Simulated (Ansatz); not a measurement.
# SrMn2As2 (P-3m1): equation of state

The task here is to estimate one member of a computed series from the others.

Computed with Ansatz 0.2.0 (DFT LDA, scalar-relativistic, plane waves, PAW, unless a step's input says otherwise).

## The starting structure

It takes space group P-3m1 (No. 164, trigonal). Conventional cell: a = 3.996 Å, b = 3.996 Å, c = 7.107 Å, α = 90.00°, β = 90.00°, γ = 120.00°. Around Sr (site symmetry -3m) lie 6 As at 3.05 Å. Mn (site symmetry 3m) has 4 As at 2.31 to 2.44 Å as nearest neighbours. Around As (site symmetry 3m) lie 4 Mn at 2.31 to 2.44 Å and 3 Sr at 3.05 Å.

As a file:

```
Sr Mn As
1.0
     3.99606    0.00000    0.00000
    -1.99803    3.46069    0.00000
     0.00000    0.00000    7.10745
Sr Mn As
1 2 2
Direct
  0.00000 0.00000 0.00000
  0.66667 0.33333 0.39304
  0.33333 0.66667 0.60696
  0.66667 0.33333 0.71847
  0.33333 0.66667 0.28153
```

This cell comes from an earlier session at LDA: 19.658 Å³/atom at 0.03 GPa, on a 12×12×6 mesh. The large moments point both ways and cancel.

Volume factors to run: 0.980, 1.020, 0.960, 1.040.

The first run:

The input, input.yaml:

```yaml
crystal:
  lattice:
    - [3.9692442156, 0.0, 0.0]
    - [-1.9846221078, 3.4374663245, 0.0]
    - [0.0, 0.0, 7.0597490215]
  atoms:
    - { symbol: Sr, position: [0.0, 0.0, 1.222e-06] }
    - { symbol: Mn, position: [0.6666666667, 0.3333333333, 0.3930357786], spin: 3.01 }
    - { symbol: Mn, position: [0.3333333333, 0.6666666667, 0.6069632063], spin: -3.01 }
    - { symbol: As, position: [0.6666666667, 0.3333333333, 0.7184671093] }
    - { symbol: As, position: [0.3333333333, 0.6666666667, 0.2815326839] }
basis:
  ecutwfc: 420
  ecutrho_ratio: 4
kpoints:
  mp_grid: { grid: [12, 12, 6] }
hamiltonian:
  xc: lda
scf:
  occupations: { method: gaussian, width: 0.05 }
output:
  forces: true
  stress: true
  eigenvalues: true
  populations: true
magnetization:
  spin_polarized: true
relax:
  f_tol: 0.01
  max_steps: 40
  cell: { stress_tol: 0.1, fix: [volume] }
```

Command:

```sh
ansatz run input.yaml --threads 4 --pin off --max-ram 10240MiB --backend cpu --events-out ev --progress --plain --runs-dir out
```

Among the steps run: Scaling the volume by 0.980; At 1.020 of the relaxed volume; Volume × 0.960; Scaling the volume by 1.040.

One table of the session follows, with a row left open; its other results are not shown here.

It belongs to the step «The fit». 

| volume (Å³/atom) | energy (meV/atom) | pressure (GPa) | moment of atom 2 (μB) |
| --- | --- | --- | --- |
| 18.872 | 6.75 | 2.80 | 2.54 |
| 19.265 | ? | ? | ? |
| 19.658 | 0.00 | 0.03 | 2.74 |
| 20.051 | 1.38 | -1.16 | 2.83 |
| 20.444 | 5.53 | -2.23 | 2.91 |

Estimate the missing values for volume (Å³/atom) = 19.265.

Worked estimate for «energy (meV/atom)». A straight line through the neighbours (18.872, 6.75) and (19.658, 0.00) gives 6.75 + (0.00 − 6.75) × (19.265 − 18.872) / (19.658 − 18.872) = 3.38; a parabola fitted to 3 rows on both sides gives 1.79.

**Answer.** energy (meV/atom): 1.68; pressure (GPa): 1.34; moment of atom 2 (μB): 2.64. In «energy (meV/atom)» the line misses by +1.70 and the parabola by +0.11.

Limits of these values: Warnings in the runs' records: stability check not made.
